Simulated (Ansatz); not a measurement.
# Zr3Al3C5: the cost of one run

Computed with Ansatz 0.2.0 (DFT, PBE, plane-wave PAW, default files, scalar-relativistic, as far as a step names no other, unless a step's input says otherwise).

### Step 1. The structure to begin with

The structure is hexagonal, space group P6_3/mmc (No. 194). The conventional cell has a = 3.347 Å, b = 3.347 Å, c = 27.622 Å, α = 90.00°, β = 90.00°, γ = 120.00°. Around Zr (site symmetry 3m) lie 6 C at 2.30 to 2.49 Å. Around Zr (site symmetry -3m) lie 6 C at 2.38 Å. Around Al (site symmetry -6m2) lie 3 C at 1.93 Å. Al (site symmetry 3m) has 4 C at 2.00 to 2.05 Å as nearest neighbours. Around C (site symmetry 3m) lie 6 Zr at 2.30 to 2.38 Å. C (site symmetry 3m) has 3 Al at 2.05 Å and 3 Zr at 2.49 Å as nearest neighbours. C (site symmetry -6m2) is surrounded by 5 Al at 1.93 to 2.00 Å.

Structure file:

```cif
data_structure
_symmetry_space_group_name_H-M 'P6_3/mmc'
_symmetry_Int_Tables_number 194
_cell_length_a 3.3475
_cell_length_b 3.3475
_cell_length_c 27.6224
_cell_angle_alpha 90.000
_cell_angle_beta 90.000
_cell_angle_gamma 120.000
_cell_volume 268.06
loop_
_atom_site_label
_atom_site_type_symbol
_atom_site_symmetry_multiplicity
_atom_site_Wyckoff_symbol
_atom_site_fract_x
_atom_site_fract_y
_atom_site_fract_z
_atom_site_occupancy
Zr1 Zr 4 f 0.66667 0.33333 0.40442 1
Zr2 Zr 2 a 0.00000 0.00000 0.50000 1
Al1 Al 2 b 0.00000 0.00000 0.75000 1
Al2 Al 4 f 0.33333 0.66667 0.32256 1
C1 C 4 f 0.33333 0.66667 0.44978 1
C2 C 4 e 0.00000 0.00000 0.84735 1
C3 C 2 c 0.33333 0.66667 0.25000 1
```

### Step 2. Single point at the given positions

Contents of input.yaml:

```yaml
crystal:
  lattice:
    - [3.3474942462, 0.0, 0.0]
    - [-1.6737471231, 2.8990150562, 0.0]
    - [0.0, 0.0, 27.62244087]
  atoms:
    - { symbol: Zr, position: [0.6666666667, 0.3333333333, 0.40442233] }
    - { symbol: Zr, position: [0.3333333333, 0.6666666667, 0.59557767] }
    - { symbol: Zr, position: [0.0, 0.0, 0.5] }
    - { symbol: Zr, position: [0.6666666667, 0.3333333333, 0.09557767] }
    - { symbol: Zr, position: [0.0, 0.0, 0.0] }
    - { symbol: Zr, position: [0.3333333333, 0.6666666667, 0.90442233] }
    - { symbol: Al, position: [0.0, 0.0, 0.75] }
    - { symbol: Al, position: [0.3333333333, 0.6666666667, 0.32256348] }
    - { symbol: Al, position: [0.6666666667, 0.3333333333, 0.67743652] }
    - { symbol: Al, position: [0.6666666667, 0.3333333333, 0.82256348] }
    - { symbol: Al, position: [0.3333333333, 0.6666666667, 0.17743652] }
    - { symbol: Al, position: [0.0, 0.0, 0.25] }
    - { symbol: C, position: [0.3333333333, 0.6666666667, 0.44977861] }
    - { symbol: C, position: [0.3333333333, 0.6666666667, 0.05022139] }
    - { symbol: C, position: [0.0, 0.0, 0.84735294] }
    - { symbol: C, position: [0.0, 0.0, 0.15264706] }
    - { symbol: C, position: [0.3333333333, 0.6666666667, 0.25] }
    - { symbol: C, position: [0.6666666667, 0.3333333333, 0.55022139] }
    - { symbol: C, position: [0.6666666667, 0.3333333333, 0.94977861] }
    - { symbol: C, position: [0.0, 0.0, 0.65264706] }
    - { symbol: C, position: [0.6666666667, 0.3333333333, 0.75] }
    - { symbol: C, position: [0.0, 0.0, 0.34735294] }
kpoints:
  mp_grid: { grid: [11, 11, 2] }
scf:
  occupations: { method: fermi_dirac, width: 0.05 }
hamiltonian:
  xc: pbe
  pseudopotentials: { kind: paw }
output:
  forces: true
  stress: true
  populations: true
  efg:
    quadrupole_moments_barn: { Zr: -0.176, Al: 0.1466 }
    contact_densities: true
  write_density: true
  write_potential: true
  elf: true
  volumetric_format: npy
```

Run with:

```
ansatz run input.yaml --threads 1 --pin off --max-ram 2560MiB --backend cpu --events-out ev --progress --plain --runs-dir out
```

What time and memory should one allow on 1 thread of Intel Xeon 6975P-C (Granite Rapids), shared host?

About 34 s, with a peak of 0.93 GiB.
